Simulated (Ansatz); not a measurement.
# CH₄BFO₂, SMILES BC(O)(O)F: a geometry optimisation

Computed with Ansatz 0.2.0, Python API.

`ch4bfo2.xyz`
```text
9

B     0.01350    0.82990   -0.80050
C     0.41600   -0.12660    0.35450
O     0.44820   -1.44620   -0.12820
O    -0.36630   -0.01790    1.46030
F     1.68900    0.24550    0.73940
H    -0.99980    1.56140   -0.68730
H     0.62250    0.94510   -1.80500
H    -0.39930   -1.70920   -0.37610
H    -1.33530   -0.32860    1.22590
```

Interactive session:
```pycon
>>> import itertools
>>> import warnings
>>> import ansatz as az
>>> from ase.data import atomic_numbers, covalent_radii
>>> import numpy as np
>>> warnings.simplefilter("ignore", az.DeckWarning)
>>> ch4bfo2 = az.Crystal.molecule_from_extxyz("ch4bfo2.xyz")
>>> base = (
...     ch4bfo2.calculation()
...     .basis(gaussian="6-31G*")
...     .functional("r2scan", dispersion="d3bj")
... )
>>> symbols = [site.symbol for site in ch4bfo2.cartesian_sites]
>>> start = np.array([site.position_ang for site in ch4bfo2.cartesian_sites], dtype=float)
>>> data = base.relax(force_tolerance=0.005).run(threads=1, backend="cpu").report

>>> end = np.array(data["positions_ang"])
>>> print("reference energy %16.6f eV" % data["reference_energy_ev"])
reference energy     -8584.057997 eV
>>> print("total energy     %16.6f eV" % data["free_energy_ev"])
total energy         -8584.095259 eV
>>> print("occupied orbitals outside the frozen core (up, down):", data["n_occupied"], " frozen:", data["n_frozen"], " virtual:", data["n_virtual"])
occupied orbitals outside the frozen core (up, down): [20, 20]  frozen: 0  virtual: [63, 63]
>>> # pairs closer than 1.2 times the sum of covalent radii, before or after
>>> radius = [covalent_radii[atomic_numbers[s]] for s in symbols]
>>> span = lambda where, i, j: np.linalg.norm(where[i] - where[j])
>>> bonded = [(i, j) for i, j in itertools.combinations(range(len(symbols)), 2) if min(span(start, i, j), span(end, i, j)) < 1.2 * (radius[i] + radius[j])]
>>> print("pair        before    after (A)")
pair        before    after (A)
>>> for i, j in bonded:
...     print(f"{symbols[i]}{i}-{symbols[j]}{j}".ljust(10), f"{span(start, i, j):8.4f} {span(end, i, j):8.4f}")
...
B0-C1        1.5527   1.6095
B0-O2        2.4128   1.4938
B0-H5        1.2549   1.2288
B0-H6        1.1803   1.2064
C1-O2        1.4055   2.2342
C1-O3        1.3589   1.3040
C1-F4        1.3810   1.3014
O2-H7        0.9213   0.9676
O3-H8        1.0442   0.9788
>>> charges = data["charge_distribution"]
>>> print("dipole moment", round(4.803205 * float(np.linalg.norm(charges["dipole_moment_e_ang"])), 3), "D")
dipole moment 3.926 D
>>> print("Mulliken:", [(s, round(q, 3)) for s, q in zip(symbols, charges["mulliken_charges_e"])])
Mulliken: [('B', 0.086), ('C', 0.531), ('O', -0.634), ('O', -0.491), ('F', -0.181), ('H', -0.123), ('H', -0.06), ('H', 0.405), ('H', 0.467)]
>>> with open("ch4bfo2_opt.xyz", "w") as handle:
...     handle.write(f"{len(symbols)}\nrelaxed CH4BFO2\n")
...     handle.writelines(f"{s:2s} {x:11.6f} {y:11.6f} {z:11.6f}\n" for s, (x, y, z) in zip(symbols, end))
...
18
```

File `ch4bfo2_opt.xyz` afterwards:
```text
9
relaxed CH4BFO2
B     0.013597    0.336440   -0.814133
C     0.508605    0.243920    0.714535
O     0.269974   -1.117670   -1.040656
O    -0.264085    0.075026    1.751238
F     1.741295    0.013783    1.062585
H    -1.172294    0.655424   -0.770598
H     0.706163    1.058559   -1.488213
H    -0.547483   -1.609177   -0.877943
H    -1.167271    0.297095    1.446184
```

Notes:
- Total energies depend on the basis set; only differences at equal settings carry meaning.
- The end point is the stationary point reached from this start; no frequency run checks that it is a minimum, and the basis set is modest.
- Total less reference energy is the dispersion correction.
- The bonding changed during the relaxation, so the end is another isomer than the start names.
- A dispersion term here runs with damping parameters fitted for another variant or functional.
- The script silences the warnings on its input, which a real study should read.
- Timing: 2.5 min on 1 thread of Arm Neoverse V2, on a shared host, peak memory 0.24 GiB.

(Lines on the test bed's own set-up are left out of the output.)
